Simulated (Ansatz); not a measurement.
# BrH₅OSi₂: up Jacob's ladder to CCSD(T)

An exercise on one series of results from a longer session: the logs are not shown, and one member is left open.

Program: Ansatz 0.2.0, Gaussian basis. Level of theory: functionals in def2-TZVPP, the program's frozen cores in correlated methods. These are calculated values, not measurements.

Plan: LDA (SPW92), PBE-D4, revPBE-D4, BLYP-D4, r2SCAN-D4, B97M-V, PBE0-D4, B3LYP-D4, r2SCANh-D4, r2SCAN0-D4, HSE06-D4, BHLYP-D4, CAM-B3LYP-D4, LC-ωPBE, ωB97X-V, ωB97M-V, B2PLYP, PBE-QIDH; CCSD(T)/def2-SVP; CCSD(T)/def2-TZVPP; MP2/def2-QZVPP; extrapolation to the limit; RPA on PBE.

**The relaxed structure**

The geometry comes from an earlier relaxation with PBE0-D4 in a triple-zeta def2 set; it is a stationary point, not always the lowest conformer.

SMILES `[SiH3]O[SiH2]Br`, 9 atoms, charge 0, spin multiplicity 1.

Atoms are counted from 1 here; the program's logs count them from 0.

Bond lengths: Si1–O2 1.645 Å, Si1–H5 1.485 Å, Si1–H6 1.483 Å, Si1–H7 1.482 Å, O2–Si3 1.619 Å, Si3–Br4 2.221 Å, Si3–H8 1.477 Å, Si3–H9 1.479 Å. Angles: O2–Si1–H5 109.9°, O2–Si1–H6 110.0°, O2–Si1–H7 107.3°, H5–Si1–H6 109.6°, H5–Si1–H7 109.9°, H6–Si1–H7 110.1°, Si1–O2–Si3 145.5°, O2–Si3–Br4 110.2°, O2–Si3–H8 109.1°, O2–Si3–H9 110.5°, Br4–Si3–H8 107.8°, Br4–Si3–H9 107.0°, H8–Si3–H9 112.2°.

Set-up of the first run:

in.yaml

```yaml
crystal:
  periodic: [false, false, false]
  atoms:
    - {symbol: Si, position_ang: [0.426874, 1.467437, 0.369219]}
    - {symbol: O, position_ang: [-0.550193, 0.161920, 0.156003]}
    - {symbol: Si, position_ang: [-0.637687, -1.368442, -0.365867]}
    - {symbol: Br, position_ang: [1.327630, -2.375619, -0.124665]}
    - {symbol: H, position_ang: [1.048857, 1.850839, -0.923434]}
    - {symbol: H, position_ang: [1.486610, 1.150616, 1.357246]}
    - {symbol: H, position_ang: [-0.420871, 2.575036, 0.868995]}
    - {symbol: H, position_ang: [-1.623817, -2.102739, 0.451836]}
    - {symbol: H, position_ang: [-0.968902, -1.405550, -1.806533]}
basis:
  gaussian: {orbitals: def2-TZVPP}
hamiltonian: {xc: lda}
output: {orbitals: {seedname: orbitals}}
```

Launch:

```console
$ ansatz run in.yaml --threads 2 --pin off --events-out ev --progress --plain --max-ram 22528MiB --backend cpu
```

Among the steps run: LDA; PBE-D4 (GGA); revPBE-D4 (GGA); BLYP-D4 (GGA); r2SCAN-D4 (meta-GGA); B97M-V (meta-GGA); PBE0-D4 (hybrid); B3LYP-D4 (hybrid); r2SCANh-D4 (hybrid); r2SCAN0-D4 (hybrid); HSE06-D4 (hybrid); BHLYP-D4 (hybrid); CAM-B3LYP-D4 (range-separated); LC-ωPBE (range-separated); ωB97X-V (range-separated); ωB97M-V (range-separated); B2PLYP (double hybrid); PBE-QIDH (double hybrid).

One table of the session follows, with a row left open; its other results are not shown here.

It belongs to the step «Orbital energies across the functionals». 

| functional | HOMO (eV) | gap (eV) |
| --- | --- | --- |
| LDA (SPW92) | -7.24 | 5.89 |
| PBE-D4 | -7.14 | 6.07 |
| revPBE-D4 | -7.10 | 6.16 |
| BLYP-D4 | -6.99 | 6.09 |
| r2SCAN-D4 | -7.48 | 6.81 |
| B97M-V | -7.60 | 6.68 |
| PBE0-D4 | -8.43 | 8.23 |
| B3LYP-D4 | -8.18 | 7.79 |
| r2SCANh-D4 | -7.95 | 7.57 |
| r2SCAN0-D4 | -8.65 | 8.70 |
| HSE06-D4 | -8.03 | 7.46 |
| BHLYP-D4 | -9.58 | 10.28 |
| CAM-B3LYP-D4 | -9.76 | 10.57 |
| LC-ωPBE | -11.14 | 13.13 |
| ωB97X-V | -10.80 | 12.63 |
| ωB97M-V | ? | ? |

Q: Estimate the row for ωB97M-V from the others.

**Answer.** HOMO (eV): -10.65; gap (eV): 12.16. In the column «HOMO (eV)» it lies between ωB97X-V (-10.80) and CAM-B3LYP-D4 (-9.76).
